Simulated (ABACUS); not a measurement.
# Ba2Tl5V3O12: single point with HLE16

Crystal: Ba2Tl5V3O12.

```
CELL_PARAMETERS angstrom
6.48991 -6.67692 -0.04765
6.48991 6.67692 -0.04765
-1.96739 0.00000 5.75220
ATOMIC_POSITIONS crystal
Tl 0.49835 0.85629 0.63726
Tl 0.14371 0.50165 0.36274
Tl 0.01508 0.98492 0.50000
Tl 0.30964 0.12677 0.21892
Tl 0.87323 0.69036 0.78108
Ba 0.47917 0.52083 0.00000
Ba 0.79264 0.20736 0.00000
V 0.65694 0.94605 0.25735
V 0.05395 0.34306 0.74265
V 0.57442 0.42558 0.50000
O 0.00390 0.26325 0.44275
O 0.59719 0.60676 0.67706
O 0.91333 0.42820 0.84635
O 0.52536 0.79943 0.20594
O 0.68766 0.41628 0.31356
O 0.09251 0.20316 0.88601
O 0.58372 0.31234 0.68644
O 0.79684 0.90749 0.11399
O 0.57180 0.08667 0.15365
O 0.20057 0.47464 0.79406
O 0.73675 0.99610 0.55725
O 0.39324 0.40281 0.32294
```

The cell was built by a generator and needn't be a form met in nature.

```json
{"Program": "ABACUS 3.10.1", "Task": "single point", "Functional": "HLE16", "Potentials or basis": "SPMS ONCV 1.0 PBE", "Cutoff": "1143 eV", "Density cutoff": "4572 eV", "Basis": "plane waves", "k mesh": "2 × 2 × 3", "Occupations": "fermi-dirac, width 0.05 eV", "Spin": "collinear spin, ferromagnetic start", "Starting moments": "[0.0, 0.0, 0.0, 0.0, 0.0, 0.0, 0.0, 2.0, 2.0, 2.0, 0.0, 0.0, 0.0, 0.0, 0.0, 0.0, 0.0, 0.0, 0.0, 0.0, 0.0, 0.0] μB", "Radial cutoff of the potentials (pseudo_rcut)": "7 bohr", "SCF threshold on the density": "1e-08", "Max SCF steps": "100", "Eigensolver": "dav", "Mixing": "broyden", "Mixing share": "0.4", "Symmetry key": "1"}
```

```json
{
 "Pressure": "-8.4 GPa",
 "Largest force": "3.619 eV/Å",
 "Band gap on the k mesh": "3.27 eV, direct",
 "Net moment": "0.00 μB per cell",
 "Absolute moment": "0.00 μB per cell"
}
```

Forces on the atoms (eV/Å):
```
Tl   0.117 -0.299 -0.222
Tl  -0.117 -0.299  0.222
Tl   0.000  0.570  0.000
Tl   0.440  0.017 -0.078
Tl  -0.440  0.017  0.078
Ba   0.000 -0.070  0.000
Ba   0.000  0.367  0.000
V    0.356  0.168 -0.107
V   -0.356  0.168  0.107
V    0.000  0.394  0.000
O    0.534  0.238  3.260
O   -1.817 -1.844 -1.598
O    1.168 -3.258 -1.059
O    2.924  0.008  0.541
O   -2.183  1.984  1.942
O    1.726  2.355 -1.813
O    2.183  1.984 -1.942
O   -1.726  2.355  1.813
O   -1.168 -3.258  1.059
O   -2.924  0.008 -0.541
O   -0.534  0.238 -3.260
O    1.817 -1.844  1.598
```

Stress tensor (GPa, compression positive):
```
-8.90  0.00  1.02
 0.00 -7.72  0.00
 1.02  0.00 -8.62
```

Levels at points of the mesh, in eV from the valence-band top:
Spin up:
```
           k point  band 96  band 97  band 98  band 99  band 100  band 101
(0.00, 0.00, 0.00)    -0.14    -0.06    -0.02     3.31      3.49      3.61
(0.50, 0.00, 0.00)    -0.14    -0.05    -0.02     3.30      3.51      3.59
(0.50, 0.50, 0.00)    -0.14    -0.13     0.00     3.28      3.53      3.60
```
Spin down:
| k point | band 94 | band 95 | band 96 | band 97 | band 98 | band 99 | band 100 | band 101 | band 102 | band 103 |
| --- | --- | --- | --- | --- | --- | --- | --- | --- | --- | --- |
| (0.00, 0.00, 0.00) | -0.29 | -0.17 | -0.14 | -0.06 | -0.02 | 3.31 | 3.49 | 3.61 | 3.61 | 3.64 |
| (0.50, 0.00, 0.00) | -0.33 | -0.19 | -0.14 | -0.05 | -0.02 | 3.30 | 3.51 | 3.59 | 3.61 | 3.64 |
| (0.50, 0.50, 0.00) | -0.29 | -0.17 | -0.14 | -0.13 | 0.00 | 3.28 | 3.53 | 3.60 | 3.61 | 3.62 |

Wall time 20 min on 8 MPI ranks on Intel(R) Xeon(R) Platinum 8488C (Sapphire Rapids), with other jobs on the host, peak memory 3.5 GiB a rank.

Caveat: the potentials were made for a functional far from this one; there are fewer bands than atomic start orbitals, so a level may be missed at k points of high symmetry; the potentials were made for another functional, which shifts forces and pressure; spin-orbit coupling is left out, which as a rule narrows the gap of such compounds by several tenths of an eV; an odd mesh through Γ misses points on the zone boundary, where band edges often lie.
